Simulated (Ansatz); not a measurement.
# BFH3NTe: a ladder of functionals and wavefunction methods

The task here is to estimate one member of a computed series from the others.

Program: Ansatz 0.2.0, Gaussian basis. Level of theory: functionals in def2-TZVPP, the program's frozen cores in correlated methods. These are calculated values, not measurements.

The runs, in order: LDA (SPW92), PBE-D4, revPBE-D4, BLYP-D4, r2SCAN-D4, B97M-V, PBE0-D4, B3LYP-D4, r2SCANh-D4, r2SCAN0-D4, HSE06-D4, BHLYP-D4, CAM-B3LYP-D4, LC-ωPBE, ωB97X-V, ωB97M-V, B2PLYP, PBE-QIDH; CCSD(T)/def2-SVP; CCSD(T)/def2-TZVPP; MP2/def2-QZVPP; extrapolation to the limit; RPA on PBE.

### The geometry

An earlier PBE0-D4 in a triple-zeta def2 set relaxation fixed the geometry. Te takes the def2 core potential; no spin-orbit term is included.

SMILES `NB(F)[TeH]`, 7 atoms, charge 0, spin multiplicity 1.

Atoms are counted from 1 here; the program's logs count them from 0.

Bond lengths: N1–B2 1.390 Å, N1–H5 1.003 Å, N1–H6 1.007 Å, B2–F3 1.336 Å, B2–Te4 2.181 Å, Te4–H7 1.658 Å. Angles: B2–N1–H5 123.7°, B2–N1–H6 121.4°, H5–N1–H6 114.9°, N1–B2–F3 119.5°, N1–B2–Te4 124.6°, F3–B2–Te4 115.9°, B2–Te4–H7 93.2°.

Set-up of the first run:

The input, in.yaml:

```yaml
crystal:
  periodic: [false, false, false]
  atoms:
    - {symbol: N, position_ang: [0.092583, 0.726681, 0.700676]}
    - {symbol: B, position_ang: [0.085748, -0.611373, 0.325465]}
    - {symbol: F, position_ang: [0.271498, -1.555652, 1.251690]}
    - {symbol: Te, position_ang: [-0.212299, -1.324216, -1.714411]}
    - {symbol: H, position_ang: [-0.040445, 1.485437, 0.058499]}
    - {symbol: H, position_ang: [0.234868, 1.002959, 1.658554]}
    - {symbol: H, position_ang: [-0.370752, 0.208164, -2.326072]}
basis:
  gaussian: {orbitals: def2-TZVPP}
hamiltonian: {xc: lda}
output: {orbitals: {seedname: orbitals}}
```

Command:

```console
$ ansatz run in.yaml --threads 2 --pin off --events-out ev --progress --plain --max-ram 4352MiB
```

Among the steps run: LDA; PBE-D4 (GGA); revPBE-D4 (GGA); BLYP-D4 (GGA); r2SCAN-D4 (meta-GGA); B97M-V (meta-GGA); B3LYP-D4 (hybrid); r2SCANh-D4 (hybrid); r2SCAN0-D4 (hybrid); HSE06-D4 (hybrid); BHLYP-D4 (hybrid); CAM-B3LYP-D4 (range-separated); LC-ωPBE (range-separated); ωB97X-V (range-separated); ωB97M-V (range-separated); B2PLYP (double hybrid); PBE-QIDH (double hybrid).

One of the session's tables, all rows but one given; the rest of the session is left out.

It belongs to the step «Orbital energies across the functionals». 

| functional | HOMO (eV) | gap (eV) |
| --- | --- | --- |
| LDA (SPW92) | -5.55 | 4.19 |
| PBE-D4 | ? | ? |
| revPBE-D4 | -5.34 | 4.22 |
| BLYP-D4 | -5.22 | 4.10 |
| r2SCAN-D4 | -5.65 | 4.70 |
| B97M-V | -5.62 | 4.59 |
| PBE0-D4 | -6.44 | 6.07 |
| B3LYP-D4 | -6.22 | 5.59 |
| r2SCANh-D4 | -6.04 | 5.38 |
| r2SCAN0-D4 | -6.61 | 6.38 |
| HSE06-D4 | -6.05 | 5.30 |
| BHLYP-D4 | -7.33 | 7.77 |
| CAM-B3LYP-D4 | -7.65 | 8.26 |
| LC-ωPBE | -8.95 | 10.74 |
| ωB97X-V | -8.63 | 10.27 |
| ωB97M-V | -8.51 | 9.94 |

Q: Estimate the row for PBE-D4 from the others.

The run gave: HOMO (eV): -5.39; gap (eV): 4.20. In the column «HOMO (eV)» it lies between LDA (SPW92) (-5.55) and revPBE-D4 (-5.34).
